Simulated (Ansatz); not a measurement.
# C4H4Cl2F6O2Si: basis-set convergence

Aim: see how fast density functionals converge with the basis set for C4H4Cl2F6O2Si.

The runs use Ansatz 0.2.0, Gaussian basis; one geometry, several basis sets.

Levels to be run: PBE0-D4/def2-SVP; ωB97M-V/def2-SVP; PBE0-D4/def2-QZVPP; ωB97M-V/def2-QZVPP; the functionals' def2-TZVPP values are taken from earlier runs.

## Step 1: The geometry

The geometry comes from an earlier relaxation with PBE0-D4 in a triple-zeta def2 set; it is a stationary point, not always the lowest conformer.

SMILES `FC(F)(F)CO[Si](Cl)(Cl)OCC(F)(F)F`, 19 atoms, charge 0, spin multiplicity 1.

Atoms are counted from 1 here; the program's logs count them from 0.

Bond lengths: F1–C2 1.336 Å, C2–F3 1.338 Å, C2–F4 1.332 Å, C2–C5 1.514 Å, C5–O6 1.402 Å, C5–H16 1.093 Å, C5–H17 1.094 Å, O6–Si7 1.622 Å, Si7–Cl8 2.020 Å, Si7–Cl9 2.020 Å, Si7–O10 1.622 Å, O10–C11 1.402 Å, C11–C12 1.514 Å, C11–H18 1.094 Å, C11–H19 1.093 Å, C12–F13 1.338 Å, C12–F14 1.336 Å, C12–F15 1.332 Å. Angles: F1–C2–F3 107.9°, F1–C2–F4 108.1°, F1–C2–C5 109.5°, F3–C2–F4 107.5°, F3–C2–C5 111.6°, F4–C2–C5 112.0°, C2–C5–O6 108.7°, C2–C5–H16 108.0°, C2–C5–H17 107.5°, O6–C5–H16 110.5°, O6–C5–H17 112.9°, H16–C5–H17 109.1°, C5–O6–Si7 125.8°, O6–Si7–Cl8 105.4°, O6–Si7–Cl9 111.5°, O6–Si7–O10 111.9°, Cl8–Si7–Cl9 111.4°, Cl8–Si7–O10 111.5° and more.

## Step 2: PBE0-D4 in def2-SVP

File in.yaml:

```yaml
crystal:
  periodic: [false, false, false]
  atoms:
    - {symbol: F, position_ang: [0.073145, 2.307683, 2.581348]}
    - {symbol: C, position_ang: [-0.650605, 1.308516, 2.068237]}
    - {symbol: F, position_ang: [0.025370, 0.169875, 2.260207]}
    - {symbol: F, position_ang: [-1.786007, 1.222482, 2.758977]}
    - {symbol: C, position_ang: [-0.898616, 1.568092, 0.597697]}
    - {symbol: O, position_ang: [-1.653562, 0.508564, 0.074554]}
    - {symbol: Si, position_ang: [-1.434396, -0.188415, -1.373552]}
    - {symbol: Cl, position_ang: [-2.754638, -1.716020, -1.437469]}
    - {symbol: Cl, position_ang: [-1.749251, 1.119720, -2.880301]}
    - {symbol: O, position_ang: [0.089046, -0.710441, -1.568894]}
    - {symbol: C, position_ang: [0.772649, -1.584122, -0.711099]}
    - {symbol: C, position_ang: [2.200926, -1.104145, -0.566145]}
    - {symbol: F, position_ang: [2.256168, 0.128047, -0.047405]}
    - {symbol: F, position_ang: [2.866113, -1.924672, 0.252126]}
    - {symbol: F, position_ang: [2.839907, -1.076760, -1.734259]}
    - {symbol: H, position_ang: [-1.447691, 2.508916, 0.509258]}
    - {symbol: H, position_ang: [0.076867, 1.675031, 0.113992]}
    - {symbol: H, position_ang: [0.336310, -1.624466, 0.291381]}
    - {symbol: H, position_ang: [0.796665, -2.592283, -1.132355]}
basis:
  gaussian: {orbitals: def2-SVP}
hamiltonian: {xc: pbe0, dispersion: d4}
output: {orbitals: {seedname: orbitals}}
```

Launch:

```console
> ansatz run in.yaml --threads 11 --pin off --events-out ev --progress --plain --max-ram 174080MiB --backend cpu
```

Output:

```text
Functional definition: PBE0
  name "PBE0"
  cite "Adamo & Barone, J. Chem. Phys. 110, 6158 (1999) doi:10.1063/1.478522"
  cite "Perdew, Burke & Ernzerhof, Phys. Rev. Lett. 77, 3865 (1996) doi:10.1103/PhysRevLett.77.3865"
  parent pbe
  parameter a = 0.25
  parameter kappa = 0.804
  parameter beta = 0.06672455060314922
  exchange = (1 - a)*pbe_x(kappa = kappa, mu = beta*pi^2/3) + a*exact_x
  correlation = pbe_c(beta = beta)
2301 factors; integrals over basis functions are off by at most 1.4e-3 eV
mean field evaluation 1: about -57463.0916 eV, gradient 7.1e1 eV
mean field evaluation 2: about -57456.8125 eV, gradient 9.4e1 eV
mean field evaluation 4: about -57471.4974 eV, gradient 3.2e0 eV
mean field evaluation 8: about -57472.0366 eV, gradient 3.1e-1 eV
mean field evaluation 16: about -57472.0368 eV, gradient 1.6e-4 eV
mean field -57472.03679922 eV, -2112.0583964257 hartree, gradient 4.7e-5 eV, S^2 0.000000; 0 other end points of the search recorded, 0 dependent functions left out
reference -57472.03682561 eV, -2112.0583973954 hartree; 73, 73 occupied and 169, 169 virtual orbitals, 2301 factors
Total energy: -57472.60685867 eV, -2112.0793457239 hartree
```

Wall time 3.3 s (11 threads of AMD EPYC 7R13, shared host).

## Step 3: ωB97M-V in def2-SVP

in.yaml: that of step 2 with these lines changed.

```diff
@@ -24,3 +24,3 @@
   gaussian: {orbitals: def2-SVP}
-hamiltonian: {xc: pbe0, dispersion: d4}
+hamiltonian: {xc: {name: wB97M-V}}
 output: {orbitals: {seedname: orbitals}}
```

Launched as before.

Output, cut to the lines that bear on the results:

```text
Functional definition: wB97M-V
  name "wB97M-V"
  cite "Mardirossian & Head-Gordon, J. Chem. Phys. 144, 214110 (2016) doi:10.1063/1.4952647"
  cite "Becke, J. Chem. Phys. 107, 8554 (1997) doi:10.1063/1.475007"
  cite "Vydrov & Van Voorhis, J. Chem. Phys. 133, 244103 (2010) doi:10.1063/1.3521275"
  # Of w^i u^j: cxij and so on, Table III.
[...]
  gx(w, u) = 1 - cx + cx01*u + cx10*w
  gss(w, u) = css00 + css04*u^4 + css10*w + css20*w^2 + css43*w^4*u^3
  gos(w, u) = cos00 + cos10*w + (cos20 + cos21*u)*w^2 + (cos60 + cos61*u)*w^6
[...]
      + integral(e_c_pw_mod_opposite_spin*gos(b97_w_opposite, b97_u_opposite)) + vv10(b, c)
2301 factors; integrals over basis functions are off by at most 1.4e-3 eV
505 factors; integrals over basis functions are off by at most 3.2e-6 eV
[...]
mean field -57500.14484271 eV, -2113.0913479714 hartree, gradient 3.9e-5 eV, S^2 0.000000; 0 other end points of the search recorded, 0 dependent functions left out
reference -57500.14488303 eV, -2113.0913494533 hartree; 73, 73 occupied and 169, 169 virtual orbitals, 2301 factors
Total energy: -57500.14488303 eV, -2113.0913494533 hartree
```

Run time: 8 s. Hardware: 11 threads of AMD EPYC 7R13, shared host.

## Step 4: PBE0-D4 in def2-QZVPP

in.yaml: that of step 3 with these lines changed.

```diff
@@ -23,4 +23,4 @@
 basis:
-  gaussian: {orbitals: def2-SVP}
-hamiltonian: {xc: {name: wB97M-V}}
+  gaussian: {orbitals: "def2-QZVPP.json"}
+hamiltonian: {xc: pbe0, dispersion: d4}
 output: {orbitals: {seedname: orbitals}}
```

Launch:

```console
> ansatz run in.yaml --threads 11 --pin off --events-out ev --progress --plain --max-ram 174080MiB --backend cuda --devices 0, --max-vram 75GiB
```

Output:

```text
Functional definition: PBE0
  name "PBE0"
  cite "Adamo & Barone, J. Chem. Phys. 110, 6158 (1999) doi:10.1063/1.478522"
  cite "Perdew, Burke & Ernzerhof, Phys. Rev. Lett. 77, 3865 (1996) doi:10.1103/PhysRevLett.77.3865"
  parent pbe
  parameter a = 0.25
  parameter kappa = 0.804
  parameter beta = 0.06672455060314922
  exchange = (1 - a)*pbe_x(kappa = kappa, mu = beta*pi^2/3) + a*exact_x
  correlation = pbe_c(beta = beta)
3515 factors; their error is unknown
mean field evaluation 1: about -57504.8096 eV, gradient 8.2e1 eV
mean field evaluation 2: about -57495.6601 eV, gradient 1.1e2 eV
mean field evaluation 4: about -57515.2551 eV, gradient 4.5e0 eV
mean field evaluation 8: about -57515.2840 eV, gradient 9.8e-2 eV
mean field evaluation 16: about -57515.3196 eV, gradient 1.3e-4 eV
mean field -57515.31959191 eV, -2113.6490097188 hartree, gradient 1.7e-5 eV, S^2 0.000000; 0 other end points of the search recorded, 0 dependent functions left out
reference -57515.31963570 eV, -2113.6490113283 hartree; 73, 73 occupied and 941, 941 virtual orbitals, 3515 factors
Total energy: -57515.88966876 eV, -2113.6699596568 hartree
```

It took 7 s on 1 × H100 with 11 threads of AMD EPYC 7R13, shared host; peak host memory 1.6 GiB.

## Step 5: ωB97M-V in def2-QZVPP

in.yaml: that of step 4 with these lines changed.

```diff
@@ -24,3 +24,3 @@
   gaussian: {orbitals: "def2-QZVPP.json"}
-hamiltonian: {xc: pbe0, dispersion: d4}
+hamiltonian: {xc: {name: wB97M-V}}
 output: {orbitals: {seedname: orbitals}}
```

The command is unchanged.

Output, cut to the lines that bear on the results:

```text
Functional definition: wB97M-V
  name "wB97M-V"
  cite "Mardirossian & Head-Gordon, J. Chem. Phys. 144, 214110 (2016) doi:10.1063/1.4952647"
  cite "Becke, J. Chem. Phys. 107, 8554 (1997) doi:10.1063/1.475007"
  cite "Vydrov & Van Voorhis, J. Chem. Phys. 133, 244103 (2010) doi:10.1063/1.3521275"
  # Of w^i u^j: cxij and so on, Table III.
[...]
  gx(w, u) = 1 - cx + cx01*u + cx10*w
  gss(w, u) = css00 + css04*u^4 + css10*w + css20*w^2 + css43*w^4*u^3
  gos(w, u) = cos00 + cos10*w + (cos20 + cos21*u)*w^2 + (cos60 + cos61*u)*w^6
[...]
      + integral(e_c_pw_mod_opposite_spin*gos(b97_w_opposite, b97_u_opposite)) + vv10(b, c)
3463 factors; their error is unknown
641 factors; integrals over basis functions are off by at most 1.6e-5 eV
[...]
mean field -57543.77580477 eV, -2114.6947562530 hartree, gradient 1.8e-5 eV, S^2 0.000000; 0 other end points of the search recorded, 0 dependent functions left out
reference -57543.77587447 eV, -2114.6947588147 hartree; 73, 73 occupied and 941, 941 virtual orbitals, 3463 factors
Total energy: -57543.77587447 eV, -2114.6947588147 hartree
```

Run time: 8.5 s. Hardware: 1 × H100 with 11 threads of AMD EPYC 7R13, shared host; peak host memory 1.8 GiB.

## Step 6: Density functionals: the series

The def2-TZVPP values come from earlier runs at the same geometry.

```csv
functional,basis,functions,energy (eV),from the largest (eV),HOMO (eV),LUMO (eV)
PBE0-D4,def2-SVP,242,-57472.6069,43.283,-9.35,0.60
PBE0-D4,def2-TZVPP,554,-57513.6384,2.251,-9.44,0.19
PBE0-D4,def2-QZVPP,1014,-57515.8897,0.000,-9.48,-0.05
ωB97M-V,def2-SVP,242,-57500.1449,43.631,-11.64,2.67
ωB97M-V,def2-TZVPP,554,-57541.6611,2.115,-11.79,2.11
ωB97M-V,def2-QZVPP,1014,-57543.7759,0.000,-11.84,1.47
```

## Step 7: What came out

| quantity | value |
| --- | --- |
| PBE0-D4: double and triple zeta above quadruple | 43.28, 2.25 eV |
| ωB97M-V: double and triple zeta above quadruple | 43.63, 2.11 eV |

**Reading.** For PBE0-D4 the step from double to triple zeta gains 41.03 eV and the next only 2.25 eV. These are total energies; as a rule much of such shifts cancels in differences, which this series doesn't test. The LUMO of ωB97M-V is positive and keeps falling with the basis (2.67 to 1.47 eV): an unbound level that the basis holds in place.
